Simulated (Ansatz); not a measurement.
# BClFH₄NSi: one species, many methods

An exercise on one series of results from a longer session: the logs are not shown, and one member is left open.

The runs use Ansatz 0.2.0, Gaussian basis; functionals in def2-TZVPP, the program's frozen cores in correlated methods.

The runs, in order: LDA (SPW92), PBE-D4, revPBE-D4, BLYP-D4, r2SCAN-D4, B97M-V, PBE0-D4, B3LYP-D4, r2SCANh-D4, r2SCAN0-D4, HSE06-D4, BHLYP-D4, CAM-B3LYP-D4, LC-ωPBE, ωB97X-V, ωB97M-V, B2PLYP, PBE-QIDH; CCSD(T)/def2-SVP; CCSD(T)/def2-TZVPP; MP2/def2-QZVPP; extrapolation to the limit; RPA on PBE.

**Structure used throughout**

The geometry comes from an earlier relaxation with PBE0-D4 in a triple-zeta def2 set; it is a stationary point, not always the lowest conformer.

SMILES `N[SiH](Cl)BF`, 9 atoms, charge 0, spin multiplicity 1.

Atoms are counted from 1 here; the program's logs count them from 0.

Bond lengths: N1–Si2 1.702 Å, N1–H6 1.008 Å, N1–H7 1.007 Å, Si2–Cl3 2.090 Å, Si2–B4 2.029 Å, Si2–H8 1.482 Å, B4–F5 1.323 Å, B4–H9 1.201 Å. Angles: Si2–N1–H6 120.3°, Si2–N1–H7 121.5°, H6–N1–H7 111.5°, N1–Si2–Cl3 115.3°, N1–Si2–B4 110.6°, N1–Si2–H8 107.9°, Cl3–Si2–B4 102.0°, Cl3–Si2–H8 104.8°, B4–Si2–H8 116.3°, Si2–B4–F5 118.8°, Si2–B4–H9 124.6°, F5–B4–H9 116.6°.

Set-up of the first run:

in.yaml

```yaml
crystal:
  periodic: [false, false, false]
  atoms:
    - {symbol: N, position_ang: [0.955409, 0.985322, 0.741103]}
    - {symbol: Si, position_ang: [0.439671, -0.475506, 0.036028]}
    - {symbol: Cl, position_ang: [1.242885, -0.891560, -1.848326]}
    - {symbol: B, position_ang: [-1.549939, -0.414584, -0.357558]}
    - {symbol: F, position_ang: [-2.139591, 0.764049, -0.478820]}
    - {symbol: H, position_ang: [0.592001, 1.865300, 0.411116]}
    - {symbol: H, position_ang: [1.882625, 1.088713, 1.120887]}
    - {symbol: H, position_ang: [0.904665, -1.586744, 0.898794]}
    - {symbol: H, position_ang: [-2.239225, -1.381489, -0.540225]}
basis:
  gaussian: {orbitals: def2-TZVPP}
hamiltonian: {xc: lda}
output: {orbitals: {seedname: orbitals}}
```

Command:

```
$ ansatz run in.yaml --threads 4 --pin off --events-out ev --progress --plain --max-ram 10444MiB
```

Steps of the session up to this table: LDA; PBE-D4 (GGA); revPBE-D4 (GGA); BLYP-D4 (GGA); r2SCAN-D4 (meta-GGA); B97M-V (meta-GGA); PBE0-D4 (hybrid); B3LYP-D4 (hybrid); r2SCANh-D4 (hybrid); r2SCAN0-D4 (hybrid); HSE06-D4 (hybrid); BHLYP-D4 (hybrid); CAM-B3LYP-D4 (range-separated); LC-ωPBE (range-separated); ωB97X-V (range-separated); ωB97M-V (range-separated); B2PLYP (double hybrid); PBE-QIDH (double hybrid).

One table of the session follows, with a row left open; its other results are not shown here.

It belongs to the step «Frontier levels by functional». 

```
  functional  HOMO (eV)  LUMO (eV)  gap (eV)
 LDA (SPW92)      -6.64      -3.04      3.60
      PBE-D4      -6.52      -2.75      3.77
   revPBE-D4      -6.46      -2.63      3.84
     BLYP-D4      -6.40      -2.58      3.83
   r2SCAN-D4      -6.81      -2.46      4.36
      B97M-V      -6.91      -2.58      4.33
     PBE0-D4      -7.88      -1.78      6.10
    B3LYP-D4      -7.67      -1.98      5.68
  r2SCANh-D4      -7.32      -2.12      5.20
  r2SCAN0-D4      -8.08      -1.61      6.47
    HSE06-D4      -7.48      -2.16      5.31
    BHLYP-D4      -9.17      -0.73      8.44
CAM-B3LYP-D4      -9.27      -0.64      8.63
     LC-ωPBE          ?          ?         ?
     ωB97X-V     -10.26       0.46     10.71
     ωB97M-V     -10.07       0.23     10.30
```

Estimate the missing values for LC-ωPBE.

As computed: HOMO (eV): -10.60; LUMO (eV): 0.57; gap (eV): 11.16. In the column «HOMO (eV)» it is the lowest.
